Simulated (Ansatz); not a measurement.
# GaP (quintet): the correlation ladder, aug-cc-pVDZ

An exercise on one series of results from a longer session: the logs are not shown, and one member is left open.

Method: aug-cc-pVDZ, core rule «outside noble gas», up to 19 orbitals frozen; program: Ansatz 0.2.0, Gaussian basis.

The runs, in order: UHF; CCSD(T) on ROHF; CCSD(T) on UHF; BCCD(T) on ROHF; CISD; CCSDT(Q) on ROHF; CCSDT(Q) on UHF.

24 further runs of the same task are left out: 8 for a known fault of the program, 7 that didn't finish, 9 set aside as unsound or not needed.

**The geometry**

The geometry is a PBE0/def2-TZVPD stationary point (not a proven minimum) of the parent state, kept for this charge and spin. No spin-orbit coupling is included. The filled d shell of Ga may be among the frozen orbitals whatever the setting's name suggests; the logs give the count.

2 atoms, charge 0, spin multiplicity 5.

Atoms are counted from 1 here; the program's logs count them from 0.

Bond lengths: P1–Ga2 2.354 Å.

Coordinates:

| atom | x (Å) | y (Å) | z (Å) |
| --- | --- | --- | --- |
| P1 | 0.00000 | 0.00000 | 0.00000 |
| Ga2 | 0.00000 | 0.00000 | 2.35410 |

The first run:

in.yaml

```yaml
crystal:
  periodic: [false, false, false]
  atoms:
    - {symbol: P, position_ang: [0.000000, 0.000000, 0.000000]}
    - {symbol: Ga, position_ang: [0.000000, 0.000000, 2.354100]}
basis:
  gaussian: {orbitals: aug-cc-pVDZ}
magnetization: {spin_polarized: true, initial_magnetization: 4}
hamiltonian: {xc: hf}
output: {orbitals: {seedname: orbitals}}
```

Started as:

```console
$ ansatz run in.yaml --threads 1 --pin off --events-out ev --progress --plain --max-ram 2393MiB
```

Steps of the session up to this table: UHF; CCSD(T) on ROHF; CCSD(T) on UHF; BCCD(T) on ROHF; CISD; CCSDT(Q) on ROHF; CCSDT(Q) on UHF.

One table of the session follows, with a row left open; its other results are not shown here.

```
   method  from UCCSDT(Q) (meV)
     ROHF               +4024.5
      UHF               +3813.6
     RMP2                +934.1
     UMP2                +951.4
    RCCSD                +185.8
    UCCSD                +167.8
 RCCSD(T)                 +48.6
 UCCSD(T)                 +39.4
  BCCD(T)                 +49.0
   RCCSDT                 +19.6
   UCCSDT                     ?
RCCSDT(Q)                 +10.4
UCCSDT(Q)                     0
```

**Question.** Estimate the row for UCCSDT.

The run gave: from UCCSDT(Q) (meV): +8.7. In the column «from UCCSDT(Q) (meV)» it lies between UCCSDT(Q) (0) and RCCSDT(Q) (+10.4).

Not comparable, so not listed: CISD (they don't share determinant, frozen orbitals or solution with the rows shown, or repeat one).

Caveats from the session: Restricted and unrestricted rows rest on different reference determinants; where their highest levels disagree by more than a few hundredths of an eV, they describe different states and don't form one ladder.
